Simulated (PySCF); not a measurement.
# CH₁₁BSSi₂, an adsorbate on a surface model (B on Si): NMR shifts, part 2 of 2

PySCF 2.14.0. Atoms count from 0, parts from 1.

## 6. NMR shieldings: 1700 fs

Job settings and geometry (Å):

```
{"job": {"kind": "nmr", "xc": "PBE0", "basis": "pcSseg-1", "pop": false}, "charge": 0, "multiplicity": 1, "parts": [{"atoms": "0-9", "charge": 0, "multiplicity": 1}, {"atoms": "10-15", "charge": 0, "multiplicity": 1}]}
Si     2.385283    -1.881816     1.226444
B      1.461234    -0.240064     1.759490
Si     1.720449     1.674249     1.194951
H      3.850876    -2.026243     1.429645
H      1.699328    -3.190411     1.824585
H      2.119948    -1.868460    -0.278917
H      0.448343    -0.402154     2.376126
H      1.722597     1.788139    -0.223410
H      0.423373     2.276527     1.578541
H      2.775956     2.625794     1.664784
C     -0.897399    -1.699655    -1.574243
S      0.318554    -2.675440    -2.656041
H     -1.577085    -2.346928    -1.085181
H     -1.197039    -0.836917    -2.124013
H     -0.326112    -1.325151    -0.698916
H     -0.667913    -3.570449    -3.001986
```

Level: GIAO PBE0/pcSseg-1 NMR shielding, non-relativistic, gas phase.

Output:

```text
coarse grid: 13864 points
cycle   1  E = -1046.0768622681  dE = -3.220e-01  |g| = 2.248e-01  |ddm| = 3.309e+00
cycle   2  E = -1046.0850248843  dE = -8.163e-03  |g| = 1.734e-01  |ddm| = 5.084e-01
cycle   3  E = -1046.0932038659  dE = -8.179e-03  |g| = 3.197e-02  |ddm| = 2.221e-01
cycle   4  E = -1046.0934181037  dE = -2.142e-04  |g| = 1.293e-02  |ddm| = 3.995e-02
cycle   5  E = -1046.0934619531  dE = -4.385e-05  |g| = 3.988e-03  |ddm| = 1.671e-02
cycle   6  E = -1046.0934656164  dE = -3.663e-06  |g| = 6.085e-04  |ddm| = 4.284e-03
final grid: 117112 points
cycle   7  E = -1046.1231634266  dE = -1.954e-05  |g| = 6.032e-03  |ddm| = 2.005e-02
cycle   8  E = -1046.1231571343  dE =  6.292e-06  |g| = 7.647e-03  |ddm| = 1.126e-02
cycle   9  E = -1046.1231727403  dE = -1.561e-05  |g| = 4.500e-04  |ddm| = 6.841e-03
cycle  10  E = -1046.1231727987  dE = -5.836e-08  |g| = 1.092e-04  |ddm| = 6.357e-04
cycle  11  E = -1046.1231728027  dE = -4.059e-09  |g| = 3.008e-05  |ddm| = 1.910e-04
cycle  12  E = -1046.1231728031  dE = -3.708e-10  |g| = 5.415e-06  |ddm| = 6.076e-05
converged SCF energy = -1046.1231728031

GIAO shielding tensors (ppm)
atom      isotropic    diamagn.    paramagn.     s11        s22        s33       span
  0 Si     436.488     879.527    -443.039    404.484    438.194    466.785     62.301
  1 B      -51.652     202.341    -253.992   -206.792   -101.962    153.800    360.592
  2 Si     469.120     881.545    -412.425    447.711    464.642    495.006     47.295
  3 H       27.011      28.114      -1.103     23.993     25.751     31.290      7.297
  4 H       26.048      27.179      -1.131     23.679     24.317     30.148      6.469
  5 H       26.946      28.367      -1.422     22.860     25.771     32.206      9.346
  6 H       17.458      31.722     -14.264     -0.454     25.873     26.953     27.407
  7 H       28.805      31.080      -2.275     25.935     27.381     33.099      7.165
  8 H       27.615      30.229      -2.615     24.376     25.820     32.648      8.272
  9 H       27.325      28.823      -1.499     24.327     25.631     32.017      7.690
 10 C      172.945     257.637     -84.692    153.461    166.110    199.265     45.804
 11 S      619.496    1053.472    -433.976    455.341    567.046    836.101    380.760
 12 H       30.224      33.498      -3.274     24.992     28.149     37.531     12.539
 13 H       29.607      33.175      -3.567     23.711     27.830     37.281     13.570
 14 H       30.464      36.245      -5.781     24.795     28.296     38.301     13.506
 15 H       29.283      26.747       2.537     21.540     27.322     38.988     17.448
```

Wall time 16 s (1 thread of Arm Neoverse V2, shared host); peak memory 0.83 GiB.

In short: δ C10 14.0, Si0 -87.3, Si2 -120.0, B1 151.7, H6 14.26, H4 5.67 ppm.

## 7. Shielding tensors: 2000 fs

Job settings and geometry (Å):

```
{"job": {"kind": "nmr", "xc": "PBE0", "basis": "pcSseg-1", "pop": false}, "charge": 0, "multiplicity": 1, "parts": [{"atoms": "0-9", "charge": 0, "multiplicity": 1}, {"atoms": "10-15", "charge": 0, "multiplicity": 1}]}
Si     2.436771    -1.729602     1.569678
B      1.933101     0.129177     1.919930
Si     1.819720     1.640852     0.711906
H      3.850121    -1.792722     1.723877
H      2.020243    -2.795816     2.449564
H      2.248412    -2.227667     0.220912
H      1.825065     0.271125     3.054396
H      0.594014     1.554982    -0.051858
H      1.798913     2.999307     1.387139
H      2.804830     1.829085    -0.382543
C     -1.485824    -2.099001    -2.075884
S      0.209863    -2.328723    -2.565842
H     -1.753031    -1.095977    -1.632996
H     -1.579625    -2.885842    -1.391633
H     -2.148195    -2.318116    -2.966264
H      0.378161    -1.441004    -3.558856
```

Method: GIAO PBE0/pcSseg-1 NMR shielding, non-relativistic, gas phase.

Output:

```text
coarse grid: 13864 points
cycle   1  E = -1046.0818683122  dE = -1.281e-01  |g| = 2.296e-01  |ddm| = 3.347e+00
cycle   2  E = -1046.0903706052  dE = -8.502e-03  |g| = 1.822e-01  |ddm| = 5.541e-01
cycle   3  E = -1046.0991690911  dE = -8.798e-03  |g| = 3.649e-02  |ddm| = 2.218e-01
cycle   4  E = -1046.0994611073  dE = -2.920e-04  |g| = 1.358e-02  |ddm| = 4.307e-02
cycle   5  E = -1046.0995083640  dE = -4.726e-05  |g| = 3.318e-03  |ddm| = 1.720e-02
cycle   6  E = -1046.0995106836  dE = -2.320e-06  |g| = 4.922e-04  |ddm| = 3.638e-03
final grid: 117112 points
cycle   7  E = -1046.1281233484  dE = -2.005e-05  |g| = 5.720e-03  |ddm| = 2.025e-02
cycle   8  E = -1046.1281197912  dE =  3.557e-06  |g| = 6.757e-03  |ddm| = 1.082e-02
cycle   9  E = -1046.1281318250  dE = -1.203e-05  |g| = 4.361e-04  |ddm| = 6.063e-03
cycle  10  E = -1046.1281318748  dE = -4.975e-08  |g| = 1.127e-04  |ddm| = 5.541e-04
cycle  11  E = -1046.1281318785  dE = -3.783e-09  |g| = 2.289e-05  |ddm| = 1.700e-04
cycle  12  E = -1046.1281318787  dE = -2.019e-10  |g| = 6.403e-06  |ddm| = 4.716e-05
converged SCF energy = -1046.1281318787

GIAO shielding tensors (ppm)
atom      isotropic    diamagn.    paramagn.     s11        s22        s33       span
  0 Si     458.394     880.954    -422.559    426.075    442.116    506.992     80.917
  1 B      -49.433     200.312    -249.746   -208.131   -104.863    164.695    372.826
  2 Si     460.854     880.510    -419.656    423.882    456.711    501.969     78.087
  3 H       28.792      28.991      -0.199     25.534     27.367     33.476      7.942
  4 H       28.073      29.000      -0.927     24.954     26.386     32.880      7.925
  5 H       27.719      28.573      -0.854     23.814     25.953     33.390      9.575
  6 H       17.229      30.425     -13.196     -2.600     26.799     27.488     30.088
  7 H       27.966      30.202      -2.236     24.306     27.470     32.122      7.816
  8 H       27.222      28.636      -1.414     23.799     25.291     32.577      8.778
  9 H       27.262      29.064      -1.802     24.162     26.586     31.039      6.877
 10 C      173.722     246.711     -72.989    161.056    175.872    184.237     23.181
 11 S      642.852    1056.105    -413.254    516.849    590.019    821.686    304.836
 12 H       28.611      31.180      -2.569     23.088     27.005     35.740     12.652
 13 H       30.715      30.848      -0.133     25.741     28.263     38.142     12.401
 14 H       28.201      25.511       2.690     21.682     26.541     36.381     14.699
 15 H       29.864      30.178      -0.314     23.163     27.204     39.225     16.063
```

It took 16 s on 1 thread of Arm Neoverse V2, shared host; peak memory 0.83 GiB.

In short: δ C10 13.2, Si0 -109.2, Si2 -111.7, B1 149.5, H6 14.49, H8 4.49 ppm.

## 8. Run by run: NMR shifts

Shifts (ppm) of some atoms, chosen among heavy atoms and hydrogens apart, with basis size and wall time:

```
  frame   C10    H8    H15     Si2     Si0     B1   S11  functions  time
 500 fs  14.7  6.03   2.42  -100.9  -109.7  155.6  -114        161  21 s
 800 fs  14.3  4.42   1.03   -99.1  -103.1  152.8  -141        161  16 s
1100 fs  13.3  3.25   2.23  -107.0  -100.6  140.7  -137        161  16 s
1400 fs  10.5  4.64  -0.79   -95.8  -108.0  150.4  -199        161  16 s
1700 fs  14.0  4.10   2.43  -120.0   -87.3  151.7  -116        161  16 s
2000 fs  13.2  4.49   1.85  -111.7  -109.2  149.5  -139        161  16 s
```

## 9. Outcome

This closing draws on all 2 parts.

| quantity | value |
| --- | --- |
| 13C shifts against TMS (PBE0/pcSseg-1, 500 fs) | 14.7 ppm |
| 1H shifts against TMS (PBE0/pcSseg-1, 500 fs) | 14.72, 6.03, 4.56, 4.52, 4.42, 3.82, 3.66, 2.67, 2.43, 2.42, 2.11 ppm |
| 29Si shifts against TMS (PBE0/pcSseg-1, 500 fs) | -100.9, -109.7 ppm |
| 11B shifts against BF3·OEt2 (PBE0/pcSseg-1, 500 fs) | 155.6 ppm |
| 33S shifts against CS2 (PBE0/pcSseg-1, 500 fs) | -114 ppm |
| range of the shift of S11 | -199 to -114 ppm |

Shifts at one fixed geometry are not the observed spectrum, which averages over the motion. In ppm, S11 moves most: its shift spreads over 85 ppm, from -199 (1400 fs) to -114 (500 fs). A capped cluster stands for the solid here, so long-range fields and strain are missing, and bands or shifts of the capping hydrogens have no counterpart in it.
